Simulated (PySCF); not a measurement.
# PBE/def2-SVP run of CH5BClN (SMILES CNBCl)

Aim: the energy change on altering one bond length of CH5BClN at PBE/def2-SVP, from 2 runs. Input form: a Python script.

The results are computed with PySCF 2.14.0.

1 further run of the same task is left out (set aside as unsound or not needed).

## 1. The molecule

The species is CH5BClN (9 atoms), meant as a singlet with charge 0. SMILES: `CNBCl`. The shape is that of a PBE0-D4/def2-TZVP optimisation. This is one conformer, not always the lowest.

Bond lengths: C1–N2 1.445 Å, N2–B3 1.381 Å, B3–Cl4 1.771 Å, C1–H5 1.094 Å, C1–H6 1.094 Å, C1–H7 1.090 Å, N2–H8 1.009 Å, B3–H9 1.192 Å. Some angles: C1–N2–B3 126.0°, N2–B3–Cl4 119.6°, C1–N2–H8 115.0°, B3–N2–H8 119.0°, N2–C1–H5 111.4°, N2–C1–H6 111.4°, N2–C1–H7 109.2°, N2–B3–H9 121.5°, Cl4–B3–H9 118.9°, H5–C1–H6 108.3°.

## 2. A single-point energy at PBE/def2-SVP

run.py

```python
from pyscf import gto, dft

mol = gto.M(
    atom='''
C      0.963949     0.911037    -1.839459
N     -0.770819    -0.427078    -0.211082
B     -0.493407    -0.784614     2.358756
Cl    -2.825707    -2.484045     4.053085
H      1.713982    -0.322009    -3.319304
H      0.052723     2.530154    -2.745394
H      2.544894     1.606078    -0.718096
H     -2.306411    -1.144229    -1.084514
H      1.288037     0.026834     3.473695
''',
    max_memory=1860,
    verbose=4,
    charge=0,
    unit='bohr',
    basis='def2-svp',
)

mf = dft.RKS(mol, xc='pbe')
mf.conv_tol = 1e-10
mf.grids.level = 5
mf.kernel()
if not mf.converged:
    mf = mf.newton().run(mf.mo_coeff, mf.mo_occ)

energy = mf.e_tot
print(f'total energy: {energy:.8f} hartree')
```

Run with:

```
$ OMP_NUM_THREADS=1 python run.py
```

Log:

```text
PySCF version 2.14.0

[... 82 lines left out ...]
converged SCF energy = -580.404473412114
total energy: -580.40447341 hartree
```

It took 17 s on 1 thread of Intel Xeon Platinum 8223CL at 3.00GHz (Skylake/Cascade Lake), shared host; peak memory 0.43 GiB.

## 3. The distorted shape, same level

mol.xyz

```xyz
9
CH5BClN
C      0.488085     0.510473    -1.177338
N     -0.429915    -0.197627    -0.315638
B     -0.261100    -0.415200     1.248200
Cl    -1.495300    -1.314500     2.144800
H      0.884985    -0.142027    -1.960438
H      0.005885     1.367273    -1.656738
H      1.324685     0.878273    -0.583938
H     -1.242515    -0.577127    -0.777838
H      0.681600     0.014200     1.838200
```

input.py

```python
from pyscf import gto, dft

molecule = gto.Mole()
molecule.atom = 'mol.xyz'
molecule.spin = 0
molecule.max_memory = 1860
molecule.verbose = 3
molecule.basis = 'def2-svp'
molecule.build()

myscf = dft.RKS(molecule, xc='pbe')
myscf.grids.level = 5
myscf.conv_tol = 1e-10
myscf.kernel()
if not myscf.converged:
    myscf = myscf.newton().run(myscf.mo_coeff, myscf.mo_occ)

energy = myscf.e_tot
print('E(%s) = %.9f' % ('PBE', energy))
```

Run with:

```
$ OMP_NUM_THREADS=1 python input.py
```

Log:

```text
converged SCF energy = -580.384574269695
E(PBE) = -580.384574270
```

Wall time 17 s (1 thread of Intel Xeon Platinum 8223CL at 3.00GHz (Skylake/Cascade Lake), shared host); peak memory 0.43 GiB.

## 4. Results

At PBE/def2-SVP:

| quantity | value |
| --- | --- |
| first shape: total energy | -580.40447 Eh |
| first shape: dipole moment | 2.86 D |
| first shape: HOMO energy | -6.30 eV |
| first shape: LUMO energy | -0.35 eV |
| first shape: HOMO–LUMO gap | 5.95 eV |
| distorted shape: total energy | -580.38457 Eh |
| distorted shape: dipole moment | 2.15 D |
| distorted shape: HOMO energy | -5.77 eV |
| distorted shape: LUMO energy | -1.13 eV |
| distorted shape: HOMO–LUMO gap | 4.64 eV |
| energy change with the N2–B3 bond stretched from 1.381 to 1.588 Å | 0.541 eV |

**Reading.** With the N2–B3 bond stretched from 1.381 to 1.588 Å the energy rises by 0.54 eV (52.2 kJ/mol). The first shape isn't relaxed at this level, so the change isn't measured from a minimum.
